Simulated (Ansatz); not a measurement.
# Ti2Al2H: the cost of one run

Computed with Ansatz 0.2.0 (DFT PBEsol, scalar-relativistic, plane waves, PAW, unless a step's input says otherwise).

3 further runs of the same task are left out: 3 set aside as unsound or not needed.

## 1. The structure to begin with

Symmetry: P4mm, No. 99, tetragonal system. The conventional cell has a = 2.795 Å, b = 2.795 Å, c = 23.058 Å, α = 90.00°, β = 90.00°, γ = 90.00°. Al (site symmetry 4mm) has 4 Al at 2.80 Å and 4 Ti at 2.83 Å as nearest neighbours. Around Ti (site symmetry 4mm) lie 4 Ti at 2.80 Å and 8 Al at 2.83 to 2.84 Å. Al (site symmetry 4mm) has 8 Ti at 2.76 to 2.84 Å and 4 Al at 2.80 Å as nearest neighbours. Ti (site symmetry 4mm) has 4 Al at 2.76 Å and 4 Ti at 2.80 Å as nearest neighbours.

Coordinates:

```cif
data_structure
_symmetry_space_group_name_H-M 'P 1'
_symmetry_Int_Tables_number 1
_cell_length_a 2.7952
_cell_length_b 2.7952
_cell_length_c 23.0581
_cell_angle_alpha 90.000
_cell_angle_beta 90.000
_cell_angle_gamma 90.000
_cell_volume 180.15
loop_
_atom_site_label
_atom_site_type_symbol
_atom_site_fract_x
_atom_site_fract_y
_atom_site_fract_z
_atom_site_occupancy
Al1 Al 0.50000 0.50000 0.36863 1
Ti1 Ti 0.00000 0.00000 0.45621 1
Al2 Al 0.50000 0.50000 0.54438 1
Ti2 Ti 0.00000 0.00000 0.62768 1
```

Planes are indexed in the bulk's conventional cell (P4/mmm (No. 123)), a = 2.795 Å, b = 2.795 Å, c = 4.039 Å, α = 90.00°, β = 90.00°, γ = 90.00°.

This (001) slab, 6.1 Å thick as cut, with 17 Å of vacuum; its outer planes are Ti (top) and Al (bottom), was relaxed beforehand with its lower half held: -5996.2643 eV, work function 4.60 eV (top face), 4.39 eV (bottom face), dipole along +c -0.009 e·Å per cell.

## 2. H put at a top (Ti) site

input.yaml

```yaml
crystal:
  lattice:
    - [2.7951585984, 0.0, 0.0]
    - [0.0, 2.7951585984, 0.0]
    - [0.0, 0.0, 25.0581107127]
  atoms:
    - { symbol: Al, position: [0.5, 0.5, 0.339211527] }
    - { symbol: Ti, position: [0.0, 0.0, 0.4197990167] }
    - { symbol: Al, position: [0.5, 0.5, 0.5009340684] }
    - { symbol: Ti, position: [0.0, 0.0, 0.5775789365] }
    - { symbol: H, position: [0.0, 0.0, 0.6542008344] }
basis:
  ecutwfc: 420
kpoints:
  mp_grid: { grid: [10, 10, 1] }
hamiltonian:
  xc: pbesol
scf:
  occupations: { method: gaussian, width: 0.1 }
output:
  forces: true
  eigenvalues: true
  write_density: true
  write_potential: true
  elf: true
  volumetric_format: npy
relax:
  adjacent_minimum: "off"
  f_tol: 0.03
  max_steps: 70
  constraints: [{ sites: [0, 1] }]
efield:
  axis: 3
  dipole_correction: true
  ramp_width: 0.04
```

The run is started by

```bash
$ ansatz run input.yaml --threads 1 --pin off --max-ram 2560MiB --backend cpu --events-out ev --progress --plain --runs-dir out
```

Q: Estimate wall time and peak memory on 1 thread of Arm Neoverse V1, shared host.

About 45 s, with a peak of 0.41 GiB.
